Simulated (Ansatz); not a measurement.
**CH3BSe: vertical ionisation energy**

One table from this session's results is given with a row withheld; the runs are named, their logs left out.

Method: unrestricted cation, the program's frozen cores in correlated methods; program: Ansatz 0.2.0, Gaussian basis.

The runs, in order: UKS PBE-D4/def2-TZVPP; UKS r2SCAN-D4/def2-TZVPP; UKS PBE0-D4/def2-TZVPP; UKS B3LYP-D4/def2-TZVPP; UKS wB97X-V/def2-TZVPP; UKS wB97M-V/def2-TZVPP; UKS B2PLYP/def2-TZVPP; UHF-CCSD(T)/def2-TZVPP; UHF-MP2/def2-QZVPP; extrapolation to the limit; then −ε(HOMO) from the neutral's earlier runs with LDA (SPW92), PBE-D4, revPBE-D4, BLYP-D4, r2SCAN-D4, B97M-V, PBE0-D4, B3LYP-D4, r2SCANh-D4, r2SCAN0-D4, HSE06-D4, BHLYP-D4, CAM-B3LYP-D4, LC-ωPBE, ωB97X-V, ωB97M-V.

### The relaxed structure

An earlier PBE0-D4 in a triple-zeta def2 set relaxation fixed the geometry.

SMILES `B1C[Se]1`, 6 atoms, charge 0, spin multiplicity 1.

Atoms are counted from 1 here; the program's logs count them from 0.

Bond lengths: B1–C2 1.525 Å, B1–Se3 1.882 Å, B1–H4 1.182 Å, C2–Se3 2.020 Å, C2–H5 1.086 Å, C2–H6 1.086 Å. Angles: C2–B1–Se3 71.9°, C2–B1–H4 147.1°, Se3–B1–H4 141.0°, B1–C2–Se3 62.3°, B1–C2–H5 121.3°, B1–C2–H6 121.3°, Se3–C2–H5 113.2°, Se3–C2–H6 113.2°, H5–C2–H6 113.6°, B1–Se3–C2 45.8°.

The first run:

Contents of in.yaml:

```yaml
crystal:
  periodic: [false, false, false]
  atoms:
    - {symbol: B, position_ang: [-0.553537, -0.632304, -0.316633]}
    - {symbol: C, position_ang: [0.259346, 0.576989, 0.133639]}
    - {symbol: Se, position_ang: [1.007850, -1.258039, 0.526724]}
    - {symbol: H, position_ang: [-1.531492, -1.028020, -0.850623]}
    - {symbol: H, position_ang: [0.863550, 1.144519, -0.568000]}
    - {symbol: H, position_ang: [-0.003616, 1.132855, 1.028793]}
basis:
  gaussian: {orbitals: def2-TZVPP}
total_charge: 1
magnetization: {spin_polarized: true, initial_magnetization: 1}
hamiltonian: {xc: pbe, dispersion: d4}
```

Run with:

```sh
$ ansatz run in.yaml --threads 2 --pin off --events-out ev --progress --plain --max-ram 4352MiB
```

Among the steps run: Cation, UKS PBE-D4/def2-TZVPP; Cation, UKS r2SCAN-D4/def2-TZVPP; Cation, UKS PBE0-D4/def2-TZVPP; Cation, UKS B3LYP-D4/def2-TZVPP; Cation, UKS wB97X-V/def2-TZVPP; Cation, UKS wB97M-V/def2-TZVPP; Cation, UKS B2PLYP (frozen core)/def2-TZVPP; Cation, UHF-CCSD(T)/def2-TZVPP; Cation, UHF-MP2/def2-QZVPP.

One of the session's tables, all rows but one given; the rest of the session is left out.

Orbital estimates, from the neutral's runs:

```
  functional  −ε(HOMO) (eV)
 LDA (SPW92)           6.31
      PBE-D4           6.16
   revPBE-D4           6.11
     BLYP-D4           5.98
   r2SCAN-D4           6.36
      B97M-V           6.37
     PBE0-D4              ?
    B3LYP-D4           6.97
  r2SCANh-D4           6.75
  r2SCAN0-D4           7.34
    HSE06-D4           6.81
    BHLYP-D4           8.07
CAM-B3LYP-D4           8.42
     LC-ωPBE           9.76
     ωB97X-V           9.42
     ωB97M-V           9.31
```

Estimate the missing values for PBE0-D4.

**Answer.** −ε(HOMO) (eV): 7.20. In the column «−ε(HOMO) (eV)» it lies between B3LYP-D4 (6.97) and r2SCAN0-D4 (7.34).
